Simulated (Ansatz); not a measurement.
**FeO (Fm-3m): equation of state**

One table from this session's results is given with a row withheld; the runs are named, their logs left out.

The COD entry's cell or inner coordinates are ideal or old and differ from later refinements, so a difference from it is no clean test against experiment.

Method: DFT PBE, scalar-relativistic, plane waves, PAW, in Ansatz 0.2.0.

**The starting structure**

It takes space group Fm-3m (No. 225, cubic). Conventional cell: a = 4.309 Å, b = 4.309 Å, c = 4.309 Å, α = 90.00°, β = 90.00°, γ = 90.00°. Around Fe (site symmetry m-3m) lie 6 O at 2.15 Å. O (site symmetry m-3m) is surrounded by 6 Fe at 2.15 Å.

Structure file:

```
Fe O
1.0
     0.00000    2.15426    2.15426
     2.15426    0.00000    2.15426
     2.15426    2.15426    0.00000
Fe O
1 1
Direct
  0.00000 0.00000 0.00000
  0.50000 0.50000 0.50000
```

This cell comes from an earlier session at PBE: 9.998 Å³/atom at 0.00 GPa, on a 14×14×14 mesh.

Volume factors to run: 0.980, 1.020, 0.960, 1.040.

Set-up of the first run:

input.yaml

```yaml
crystal:
  lattice:
    - [0.0, 2.1398025526, 2.1398025526]
    - [2.1398025526, 0.0, 2.1398025526]
    - [2.1398025526, 2.1398025526, 0.0]
  atoms:
    - { symbol: Fe, position: [0.0, 0.0, 0.0], spin: 3.79 }
    - { symbol: O, position: [0.5, 0.5, 0.5] }
basis:
  ecutwfc: 420
  ecutrho_ratio: 4
kpoints:
  mp_grid: { grid: [14, 14, 14] }
hamiltonian:
  xc: pbe
scf:
  occupations: { method: gaussian, width: 0.05 }
output:
  forces: true
  stress: true
  eigenvalues: true
  populations: true
magnetization:
  spin_polarized: true
```

On the command line:

```sh
$ ansatz run input.yaml --threads 2 --pin off --max-ram 5120MiB --backend cpu --events-out ev --progress --plain --runs-dir out
```

Among the steps run: At 0.980 of the relaxed volume; Volume × 1.020; Volume × 0.960; Scaling the volume by 1.040.

One table of the session follows, with a row left open; its other results are not shown here.

It belongs to the step «The fit». 

```
volume (Å³/atom)  energy (meV/atom)  pressure (GPa)  moment of atom 1 (μB)
           9.598               9.94            8.30                   3.43
           9.798               2.38            3.92                   3.44
           9.998               0.00            0.00                   3.45
          10.198                  ?               ?                      ?
          10.397               8.65           -6.66                   3.47
```

Estimate the missing values for volume (Å³/atom) = 10.198.

Worked estimate for «energy (meV/atom)». A straight line through the neighbours (9.998, 0.00) and (10.397, 8.65) gives 0.00 + (8.65 − 0.00) × (10.198 − 9.998) / (10.397 − 9.998) = 4.34; a parabola fitted to 3 rows on both sides gives 2.10.

As computed: energy (meV/atom): 2.24; pressure (GPa): -3.51; moment of atom 1 (μB): 3.46. In «energy (meV/atom)» the line misses by +2.10 and the parabola by -0.14.
